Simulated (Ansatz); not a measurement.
Li3Pb, space group I4/mmm, a scan of one input key

Run with Ansatz's Python interface.

`li3pb.cif`
```cif
data_Li3Pb
_cell_length_a 4.700604
_cell_length_b 4.700604
_cell_length_c 4.700604
_cell_angle_alpha 120.40941
_cell_angle_beta 120.40941
_cell_angle_gamma 89.29233
_symmetry_space_group_name_H-M 'P 1'
_symmetry_Int_Tables_number 1
loop_
_symmetry_equiv_pos_as_xyz
'x, y, z'
loop_
_atom_site_label
_atom_site_type_symbol
_atom_site_fract_x
_atom_site_fract_y
_atom_site_fract_z
Li1 Li    0.750000    0.250000    0.500000
Li2 Li    0.250000    0.750000    0.500000
Li3 Li    0.500000    0.500000    0.000000
Pb4 Pb    0.000000    0.000000    0.000000
```

The script, `run_edit.py`:
```python
"""Keys set on an Input object, for Li3Pb."""

import warnings

import ansatz as az
from ase.io import read
from tabulate import tabulate

warnings.simplefilter("ignore", az.DeckWarning)

atoms = read("li3pb.cif")
xtal = az.Crystal.from_ase(atoms)

calc = (
    xtal.calculation()
    .functional("r2scan")
    .basis(650)
    .kpoints(6, center="gamma")
    .occupations("methfessel_paxton", width=0.1)
    .band_table()
)
typed = calc.input()
rows = []
for value in [2, 5, 10]:
    edited = typed.set(az.key.scf.mixing.ndim, value)
    report = az.Session.from_dict(edited).plan().execute().report
    rows.append((value, report["free_energy_ev"], report["n_iterations"], len(report["eigenvalues_ev"][0]) if "eigenvalues_ev" in report else 0))
print(tabulate(rows, headers=["history", "F eV", "iterations", "bands listed"], floatfmt=".4f", tablefmt="github"))
```

`python run_edit.py` gives:
```text
|   history |        F eV |   iterations |   bands listed |
|-----------|-------------|--------------|----------------|
|         2 | -12537.8055 |            8 |             16 |
|         5 | -12537.8055 |            7 |             16 |
|        10 | -12537.8055 |            6 |             16 |
```

Absolute energies stand on the zero of these potentials, so only differences at equal settings mean something. A total without «per atom» is that of the whole cell that was run. The mesh is modest for a metal, so energies can be off by several to tens of meV an atom and pressures by half a GPa or more; differences at equal mesh fare better. Within a few hundredths of an angstrom the cell has the higher group Fm-3m; the lower one is a small distortion. Spin-orbit coupling, which matters for elements this heavy, is left out. This cell is a computed structure, which may not be the phase found in nature. The whole script took 26 s on 1 thread of Arm Neoverse V1, with other jobs on the host, peak memory 0.68 GiB.
